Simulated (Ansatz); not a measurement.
# AlB2Sb3: the cost of one run

Computed with Ansatz 0.2.0 (DFT PBE, scalar-relativistic, plane waves, PAW, unless a step's input says otherwise).

### Step 1. Starting point

It takes space group P6/mmm (No. 191, hexagonal). The conventional cell has a = 5.458 Å, b = 5.458 Å, c = 4.634 Å, α = 90.00°, β = 90.00°, γ = 120.00°. Al (site symmetry 6/mmm) has 6 Sb at 2.73 Å as nearest neighbours. Around B (site symmetry -6m2) lie 6 Sb at 2.80 Å. Around Sb (site symmetry mmm) lie 4 Sb at 2.73 Å and 2 Al at 2.73 Å and 4 B at 2.80 Å.

Structure file:

```xyz
6
Lattice="5.4578 0.0000 0.0000 -2.7289 4.7266 0.0000 0.0000 0.0000 4.6336" Properties=species:S:1:pos:R:3 pbc="T T T"
Al    0.0000    0.0000    0.0000
B     0.0000    3.1510    2.3168
B     2.7289    1.5755    2.3168
Sb    2.7289    0.0000    0.0000
Sb   -1.3644    2.3633    0.0000
Sb    1.3644    2.3633    0.0000
```

Recipe of the guess: random cell by space group and Wyckoff sites (P6/mmm, No. 191). Lengths come from tabulated atomic sizes and are only a guess.

### Step 2. Probe: one point on a coarse mesh

Input file input.yaml:

```yaml
crystal:
  lattice:
    - [5.45777758, 0.0, 0.0]
    - [-2.72888879, 4.72657403, 0.0]
    - [0.0, 0.0, 4.63363976]
  atoms:
    - { symbol: Al, position: [0.0, 0.0, 0.0] }
    - { symbol: B, position: [0.33333333, 0.66666667, 0.5] }
    - { symbol: B, position: [0.66666667, 0.33333333, 0.5] }
    - { symbol: Sb, position: [0.5, 0.0, 0.0] }
    - { symbol: Sb, position: [0.0, 0.5, 0.0] }
    - { symbol: Sb, position: [0.5, 0.5, 0.0] }
basis:
  ecutwfc: 420
kpoints:
  mp_grid: { grid: [6, 6, 4] }
hamiltonian:
  xc: pbe
scf:
  occupations: { method: gaussian, width: 0.1 }
  lower_state_search: "off"
output:
  forces: true
  stress: true
  eigenvalues: true
```

Run with:

```bash
ansatz run input.yaml --threads 1 --pin off --max-ram 2560MiB --backend cpu --events-out ev --progress --plain --runs-dir out
```

**Question.** How long does this run take on 1 thread of Arm Neoverse V2, shared host, and how much memory does it need?

About 5.3 s, with a peak of 0.38 GiB.
